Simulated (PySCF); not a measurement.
Cl2Si, in a box:

```xyz
3
Lattice="11.0000 0.0000 0.0000 0.0000 13.0000 0.0000 0.0000 0.0000 10.0000" Properties=species:S:1:pos:R:3 pbc="T T T"
Cl    5.9537    8.1196    5.4140
Si    4.8898    6.5054    4.6540
Cl    6.1362    4.9224    5.1600
```

Base run:

```yaml
Program: PySCF 2.14.0
Functional: B3LYP
Dispersion: D3(OP)
Potentials_or_basis: 6-31g* (all-electron)
k_mesh: 1 × 1 × 1
Occupations: fixed
Spin: no spin polarisation
```

Its results: gap between the frontier levels 4.52 eV.

After a change of settings the same cell gave: gap between the frontier levels 4.08 eV. Which change was it?
A. functional from B3LYP to PBE; dispersion from D3(OP) to none
B. functional from B3LYP to HSE06; dispersion from D3(OP) to D4
C. functional from B3LYP to BLYP; dispersion from D3(OP) to D3(BJ)
D. functional from B3LYP to PBEsol; dispersion from D3(OP) to none

B.

Caveats: this is a molecule in a periodic box at the Γ point, so its band gap is the HOMO-LUMO gap; the basis of atomic orbitals isn't converged, which shifts pressures, moduli and gaps; this program's HSE differs a little from the usual definition (some runs).

Not every run made on this cell is shown here.
